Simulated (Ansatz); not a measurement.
# YSi (quartet): the correlation ladder, def2-SVP

How much of the correlation energy of YSi (quartet) does each wave-function method recover here?

Program: Ansatz 0.2.0, Gaussian basis. Level of theory: def2-SVP, core rule «outside noble gas», up to 9 orbitals frozen. These are calculated values, not measurements.

Plan: UHF; CCSD(T) on ROHF; CCSD(T) on UHF; CISD; CCSDT(Q) on ROHF; CCSDT(Q) on UHF.

24 further runs of the same task are left out: 12 for a known fault of the program, 6 that didn't finish, 6 set aside as unsound or not needed.

## (1) What is computed

The geometry is a PBE0/def2-TZVP stationary point (not a proven minimum). No spin-orbit coupling is included. Elements past krypton take def2 core potentials.

2 atoms, charge 0, spin multiplicity 4.

Atoms are counted from 1 here; the program's logs count them from 0.

Bond lengths: Y1–Si2 2.663 Å.

As a file:

```csv
atom,x (Å),y (Å),z (Å)
Y1,0.0000,0.0000,0.0000
Si2,0.0000,0.0000,2.6630
```

## (2) UHF

Input file in.yaml:

```yaml
crystal:
  periodic: [false, false, false]
  atoms:
    - {symbol: Y, position_ang: [0.000000, 0.000000, 0.000000]}
    - {symbol: Si, position_ang: [0.000000, 0.000000, 2.663000]}
basis:
  gaussian: {orbitals: def2-SVP}
magnetization: {spin_polarized: true, initial_magnetization: 3}
hamiltonian: {xc: hf}
output: {orbitals: {seedname: orbitals}}
```

Run with:

```sh
$ ansatz run in.yaml --threads 1 --pin off --events-out ev --progress --plain --max-ram 2393MiB
```

The runs that follow: CCSD(T) on ROHF; CCSD(T) on UHF; CISD; CCSDT(Q) on ROHF; CCSDT(Q) on UHF.

**Question.** What will the summary of the whole plan be? Wanted: UCCSDT(Q) below the RHF energy; RMP2 from UCCSDT(Q); UMP2 from UCCSDT(Q); RCCSD from UCCSDT(Q); RCCSD(T) from UCCSDT(Q); UCCSD(T) from UCCSDT(Q); RCCSDT(Q) from UCCSDT(Q); T1 diagnostic.

As calculated:

```
                         quantity                      value
   UCCSDT(Q) below the RHF energy                 -3.5310 eV
              RMP2 from UCCSDT(Q)                +1036.7 meV
              UMP2 from UCCSDT(Q)                +1018.5 meV
             RCCSD from UCCSDT(Q)                 +231.6 meV
          RCCSD(T) from UCCSDT(Q)                  +70.2 meV
          UCCSD(T) from UCCSDT(Q)                  +74.1 meV
         RCCSDT(Q) from UCCSDT(Q)                  +10.1 meV
levels within 1 kcal/mol (43 meV)  RCCSDT, UCCSDT, RCCSDT(Q)
                    T1 diagnostic                      0.105
```

RCCSD(T) misses by +70.2 meV, 2.0 % of the correlation energy. These misses are within one basis, not against nature; the frozen cores of restricted and unrestricted runs differ, which can shift their rows.
